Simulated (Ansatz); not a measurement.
**One shape, several levels: GeH3O2F (SMILES [OH][GeH]([OH])[F])**

We compute a comparison of 4 runs (HF/STO-3G, HF/def2-SVP, B2PLYP/def2-SVP, B3LYP/def2-SVP) of GeH3O2F. 

Program for the calculation: Ansatz 0.2.0.

72 further runs of the same task are left out: 72 set aside as unsound or not needed.

## (1) The structure to begin with

GeH3O2F: 7 atoms, total charge 0, spin state singlet. SMILES: `[OH][GeH]([OH])[F]`. The Ge2–F4 distance was set to 3.124 Å, away from the relaxed value. At this shape a bond of the SMILES string is far longer than usual.

Bond lengths: O1–Ge2 1.758 Å, Ge2–O3 1.748 Å, O1–H5 0.961 Å, Ge2–H6 1.522 Å, O3–H7 0.961 Å. Angles: O1–Ge2–O3 108.4°, O1–Ge2–H6 116.0°, O3–Ge2–H6 108.9°, Ge2–O1–H5 112.4°, Ge2–O3–H7 112.8°.

## (2) A single-point energy at HF/STO-3G (run 1)

The input, in.yaml:

```yaml
crystal:
  periodic: [false, false, false]
  atoms:
    - {symbol: O, position_ang: [0.569370, 2.146492, -0.603932]}
    - {symbol: Ge, position_ang: [0.814770, 0.979392, 0.687768]}
    - {symbol: O, position_ang: [2.440470, 0.350192, 0.562968]}
    - {symbol: F, position_ang: [-1.260300, -1.284500, 0.113200]}
    - {symbol: H, position_ang: [-0.286930, 2.047992, -1.028532]}
    - {symbol: H, position_ang: [0.590870, 1.491992, 2.102868]}
    - {symbol: H, position_ang: [2.726670, 0.237492, -0.347732]}
basis:
  gaussian:
    orbitals: STO-3G
hamiltonian:
  xc: hf
accuracy: high
output: {orbitals: {seedname: orbitals}}
```

Started as:

```bash
ansatz run in.yaml --threads 1 --pin off --max-ram 3480MiB --events-out events.jsonl --progress --plain --runs-dir runs
```

Standard output:

```text
Warning: RAYON_NUM_THREADS=1 ignored (pool sized by the plan → 1); use --threads N
Functional definition: HF
  name "HF"
  exchange = exact_x
  correlation = 0
601 factors; integrals over basis functions are off by at most 3.2e-8 eV
mean field evaluation 1: about -62550.7083 eV, gradient 2.4e1 eV
mean field evaluation 2: about -62550.7850 eV, gradient 2.4e1 eV
mean field evaluation 4: about -62555.2902 eV, gradient 1.3e1 eV
mean field evaluation 8: about -62557.6367 eV, gradient 4.6e-1 eV
mean field evaluation 16: about -62557.6320 eV, gradient 1.3e-8 eV
mean field -62557.63203739 eV, -2298.9505742879 hartree, gradient 1.4e-8 eV, S^2 0.000000; 0 other end points of the search recorded, 0 dependent functions left out
reference -62557.63203739 eV, -2298.9505742879 hartree; 30, 30 occupied and 6, 6 virtual orbitals, 601 factors
Total energy: -62557.63203739 eV, -2298.9505742879 hartree
```

It took 0.4 s on 1 thread of Arm Neoverse V2, shared host.

## (3) The energy at HF/def2-SVP (run 2)

The input, run.yaml:

```yaml
crystal:
  periodic: [false, false, false]
  atoms:
    - {symbol: O, position_ang: [0.569370, 2.146492, -0.603932]}
    - {symbol: Ge, position_ang: [0.814770, 0.979392, 0.687768]}
    - {symbol: O, position_ang: [2.440470, 0.350192, 0.562968]}
    - {symbol: F, position_ang: [-1.260300, -1.284500, 0.113200]}
    - {symbol: H, position_ang: [-0.286930, 2.047992, -1.028532]}
    - {symbol: H, position_ang: [0.590870, 1.491992, 2.102868]}
    - {symbol: H, position_ang: [2.726670, 0.237492, -0.347732]}
basis:
  gaussian:
    orbitals: def2-SVP
hamiltonian:
  xc: hf
accuracy: high
output: {orbitals: {seedname: orbitals}}
```

Started as:

```bash
ansatz run run.yaml --threads 1 --pin off --max-ram 3480MiB --events-out events.jsonl --progress --plain --runs-dir runs
```

Standard output:

```text
Warning: RAYON_NUM_THREADS=1 ignored (pool sized by the plan → 1); use --threads N
Functional definition: HF
  name "HF"
  exchange = exact_x
  correlation = 0
1795 factors; integrals over basis functions are off by at most 4.1e-9 eV
mean field evaluation 1: about -63278.7055 eV, gradient 5.7e1 eV
mean field evaluation 2: about -63278.7442 eV, gradient 5.7e1 eV
mean field evaluation 4: about -63285.2196 eV, gradient 5.7e0 eV
mean field evaluation 8: about -63285.3387 eV, gradient 6.9e-1 eV
mean field evaluation 16: about -63285.3415 eV, gradient 2.2e-6 eV
mean field -63285.34151052 eV, -2325.6934041666 hartree, gradient 5.4e-8 eV, S^2 0.000000; 0 other end points of the search recorded, 0 dependent functions left out
reference -63285.34151052 eV, -2325.6934041666 hartree; 30, 30 occupied and 59, 59 virtual orbitals, 1795 factors
Total energy: -63285.34151052 eV, -2325.6934041666 hartree
```

It took 2.4 s on 1 thread of Arm Neoverse V2, shared host; peak memory 0.25 GiB.

Run 3 isn't shown in full; the table further down has it.

## (4) A single-point energy at B3LYP/def2-SVP (run 4)

The input, in.yaml:

```yaml
crystal:
  periodic: [false, false, false]
  atoms:
    - symbol: O
      position_ang: [0.569370, 2.146492, -0.603932]
    - symbol: Ge
      position_ang: [0.814770, 0.979392, 0.687768]
    - symbol: O
      position_ang: [2.440470, 0.350192, 0.562968]
    - symbol: F
      position_ang: [-1.260300, -1.284500, 0.113200]
    - symbol: H
      position_ang: [-0.286930, 2.047992, -1.028532]
    - symbol: H
      position_ang: [0.590870, 1.491992, 2.102868]
    - symbol: H
      position_ang: [2.726670, 0.237492, -0.347732]
basis:
  gaussian: {orbitals: def2-SVP}
hamiltonian: {xc: {name: B3LYP}}
accuracy: high
output: {orbitals: {seedname: orbitals}}
```

Started as:

```bash
ansatz run in.yaml --threads 1 --pin off --max-ram 3480MiB --events-out events.jsonl --progress --plain --runs-dir runs
```

Standard output:

```text
Warning: RAYON_NUM_THREADS=1 ignored (pool sized by the plan → 1); use --threads N
Functional definition: B3LYP
  name "B3LYP"
  parameter a0 = 0.2
  parameter ax = 0.72
  parameter ac = 0.81
  exchange = (1 - a0 - ax)*slater_x + ax*b88_x + a0*exact_x
  correlation = (1 - ac)*vwn_rpa_c + ac*lyp_c
1795 factors; integrals over basis functions are off by at most 4.1e-9 eV
mean field evaluation 1: about -63350.5203 eV, gradient 8.5e1 eV
mean field evaluation 2: about -63016.6687 eV, gradient 2.0e2 eV
mean field evaluation 4: about -63356.9028 eV, gradient 5.7e1 eV
mean field evaluation 8: about -63363.8669 eV, gradient 1.4e1 eV
mean field evaluation 16: about -63364.4024 eV, gradient 1.4e-2 eV
mean field -63364.40241652 eV, -2328.5988388725 hartree, gradient 7.0e-8 eV, S^2 0.000000; 0 other end points of the search recorded, 0 dependent functions left out
reference -63364.40245273 eV, -2328.5988402032 hartree; 30, 30 occupied and 59, 59 virtual orbitals, 1795 factors
Total energy: -63364.40245273 eV, -2328.5988402032 hartree
```

Wall time 7.2 s (1 thread of Arm Neoverse V2, shared host); peak memory 0.29 GiB.

## (5) All runs side by side

```csv
run,level,frozen core orbitals,energy (Eh),HOMO energy (eV),LUMO energy (eV),HOMO–LUMO gap (eV),wall time
1,HF/STO-3G,–,-2298.950574,-4.33,2.60,6.93,0.4 s
2,HF/def2-SVP,–,-2325.693404,-10.11,-1.10,9.02,2.4 s
3,B2PLYP/def2-SVP,12,-2327.975283,-8.16,-2.99,5.17,14 s
4,B3LYP/def2-SVP,–,-2328.598840,-6.74,-4.16,2.58,7.2 s
```

## (6) Results

| quantity | value |
| --- | --- |
| run 4: total energy | -2328.59884 Eh |
| run 4: HOMO energy | -6.74 eV |
| run 4: LUMO energy | -4.16 eV |
| run 4: HOMO–LUMO gap | 2.58 eV |

What this shows: The HOMO–LUMO gap runs from 2.58 eV (B3LYP/def2-SVP) to 9.02 eV (HF/def2-SVP). Exact exchange widens orbital gaps. Totals of different functionals can't be ranked against each other. In run 3 the log says that unrestricted orbitals would lower the reference, so the values rest on an unstable closed-shell determinant (other closed-shell runs at this shape may share the fault). In run 1 the basis is minimal, so the values are rough. In runs 1, 2, 3, 4 a closed-shell determinant meets a far-stretched bond, which it describes badly. All runs together took 24 s, the longest 14 s.
